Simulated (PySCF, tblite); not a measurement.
# C5H7Br− (doublet): geometry, infrared bands and EPR parameters

Wanted: the infrared bands and EPR parameters of C5H7Br− (doublet) (`C[CH-][CH]/C=C\Br`), by calculation.

Programs: tblite 0.8.0 and PySCF 2.14.0, with density-fitted response routines of our own. Each step states its level of theory. These are calculated values for one molecule in the gas phase, unless marked as measured. Atoms are numbered from 0 throughout.

## (1) The molecule as given

13 atoms, charge -1, multiplicity 2; geometry from: force field or distance geometry start.

Bonds of the start (Å): C0–C1 1.49, C1–C2 1.51, C2–C3 1.48, C3–C4 1.32, C4–Br5 1.91, C0–H6 1.12, C0–H7 1.12, C0–H8 1.11, C1–H9 1.11, C2–H10 1.12, C3–H11 1.10, C4–H12 1.08.

## (2) Geometry optimisation with GFN2-xTB

Job settings and geometry (Å):

```
{"job": {"kind": "relax", "xc": "GFN2-xTB", "basis": "xTB"}, "charge": -1, "multiplicity": 2}
C     -1.953700    -0.046400    -0.460000
C     -1.149100    -0.183300     0.786300
C      0.173100     0.546700     0.741600
C      1.309500    -0.271700     0.277300
C      2.240200     0.160900    -0.553800
Br     2.035200     1.953600    -1.192300
H     -2.905200    -0.612800    -0.315200
H     -1.404000    -0.433800    -1.351800
H     -2.157700     1.021200    -0.682700
H     -1.079000    -1.231000     1.159300
H      0.409200     0.836400     1.799700
H      1.404000    -1.304200     0.658100
H      3.073100    -0.435100    -0.884200
```

Started as:

```bash
$ OMP_NUM_THREADS=1 python probes_run.py task.json out
```

This one command runs all jobs of the session in turn.

**Question.** This job is followed by: GFN2-xTB harmonic vibrations, gas phase; UKS B3LYP, def2-TZVP-core on Br, pcH-1 on C H, non-relativistic, mean-field spin-orbit, GIAO. Predict these results of the whole session: strongest single infrared mode (GFN2-xTB); zero-point energy (GFN2-xTB); g(iso) (B3LYP); ⟨S²⟩; largest a(iso) (averaged by class).

As calculated:

| quantity | value |
| --- | --- |
| strongest single infrared mode (GFN2-xTB) | 2874 cm⁻¹, 376 km/mol |
| zero-point energy (GFN2-xTB) | 61.1 kcal/mol |
| g(iso) (B3LYP) | 2.00625 |
| ⟨S²⟩ | 0.766 (exact 0.75) |
| largest a(iso) (averaged by class) | 79Br on Br5, 291.5 MHz |

Relaxing lowered the energy by 2.921 eV in 116 steps; the close pair that moved most is C1–C2, from 1.511 to 1.370 Å. No mode is imaginary among the 33: a minimum at this level. The strongest single mode, at 2874 cm⁻¹, moves mainly H6 and H7. GFN2-xTB is a fitted tight-binding method: band positions and strengths are rough. Its intensities can rank the bands wrongly. The largest spin populations lie on C4 (0.42 e), C1 (0.38 e). The isotropic g lies 3.9 ppt above the free-electron value. The hyperfine terms hold no scalar relativity, which the heavier nuclei need. The records flag this anion as possibly unbound in the gas phase, so the basis may hold the extra electron. These values are for one conformer; the search (at its own cheap level) found 2 more, at 1.28, 1.29 kcal/mol, and measured spectra average over such forms.
